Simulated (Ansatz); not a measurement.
# Ag2I3: the cost of one run

Program: Ansatz 0.2.0. Level of theory: DFT PBE, scalar-relativistic, plane waves, PAW. These are calculated values, not measurements.

## Step 1: The structure to begin with

It takes space group P-3m1 (No. 164, trigonal). The conventional cell has a = 4.945 Å, b = 4.945 Å, c = 7.693 Å, α = 90.00°, β = 90.00°, γ = 120.00°. Ag (site symmetry 3m) has 7 I at 2.98 to 3.42 Å as nearest neighbours. I (site symmetry -3m) is surrounded by 6 Ag at 3.42 Å. I (site symmetry 3m) has 4 Ag at 2.98 to 3.08 Å as nearest neighbours.

Structure file:

```
CELL_PARAMETERS angstrom
4.94475 0.00000 0.00000
-2.47238 4.28228 0.00000
0.00000 0.00000 7.69323
ATOMIC_POSITIONS crystal
Ag 0.33333 0.66667 0.24500
Ag 0.66667 0.33333 0.75500
I 0.00000 0.00000 0.00000
I 0.33333 0.66667 0.64500
I 0.66667 0.33333 0.35500
```

(A quick probe on a coarse mesh, which set the mesh and smearing, is not shown.)

## Step 3: Rough relaxation on the coarse mesh

Contents of input.yaml:

```yaml
crystal:
  lattice:
    - [4.9447503178, 0.0, 0.0]
    - [-2.4723751589, 4.2822793906, 0.0]
    - [0.0, 0.0, 7.6932282864]
  atoms:
    - { symbol: Ag, position: [0.3333333333, 0.6666666667, 0.245] }
    - { symbol: Ag, position: [0.6666666667, 0.3333333333, 0.755] }
    - { symbol: I, position: [0.0, 0.0, 0.0] }
    - { symbol: I, position: [0.3333333333, 0.6666666667, 0.645] }
    - { symbol: I, position: [0.6666666667, 0.3333333333, 0.355] }
basis:
  ecutwfc: 420
kpoints:
  mp_grid: { grid: [6, 6, 2] }
hamiltonian:
  xc: pbe
scf:
  occupations: { method: gaussian, width: 0.1 }
  lower_state_search: "off"
output:
  forces: true
  stress: true
  eigenvalues: true
relax:
  adjacent_minimum: "off"
  f_tol: 0.04
  max_steps: 70
  cell: { stress_tol: 0.4 }
```

Run with:

```
$ ansatz run input.yaml --threads 1 --pin off --max-ram 2560MiB --backend cpu --events-out ev --progress --plain --runs-dir out
```

**Question.** How long does this run take on 1 thread of Arm Neoverse V2, shared host, and how much memory does it need?

About 2.6 min, with a peak of 0.45 GiB.
